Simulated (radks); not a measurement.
# Pd⁺ in [Kr] 4d9: an all-electron calculation

Wanted: eigenvalues, radial structure and energy terms of the palladium ion Pd+.

Program: radks (a radial shooting solver on a logarithmic mesh, Libxc functionals) version 1. Level of theory: scalar-relativistic Kohn-Sham, r2SCAN, spin-polarised, spherical densities, finite nucleus; open shells are filled with parallel spins first. These are calculated values, not measurements, unless marked.

### 1 What is computed

| Item | Value |
| --- | --- |
| element | palladium (Z = 46) |
| charge | +1 |
| electrons | 45 |
| configuration | [Kr] 4d9 |
| nuclear rms radius | 4.5318 fm |

Outer shells as boxes (Hund's rule):

Pd⁺
```
[Kr] core
4d [↑↓][↑↓][↑↓][↑↓][↑ ]
```

### 2 The run

The run's settings:

```text
Z 46
configuration [Kr] 4d9
relativity scalar-relativistic
functional r2scan,r2scan
spin polarised
nucleus finite rms 4.5318 fm
c 137.035999084
```

The run is started by

```
python run_ks.py task.json out
```

This one command runs every case of the session in turn.

What does the calculation give?

As calculated:

| quantity | value |
| --- | --- |
| total energy | -5046.17055 hartree |
| exchange-correlation share of it | 2.86 % |
| −T/E | 1.0373 |
| highest occupied level | 4d down, -14.233 eV |
| most extended occupied level | 4d down, <r> = 1.46 bohr |
| radius at density 0.001 e/bohr³ | 3.63 bohr |
| maxima of the radial density | 4 |
| ionisation energy, NIST | 19.4 (semi-emp.) eV |

**Reading.** The radial density shows 4 maxima for 4 occupied principal shells. Relativity lifts −T/E to 1.037. The top level binds by 14.233 eV, 73 % of the NIST ionisation energy of 19.4 eV; the potential of a semilocal functional falls off too fast, so its top eigenvalue is too shallow. Open shells are spherical and high-spin; term and fine-structure splittings are not resolved.
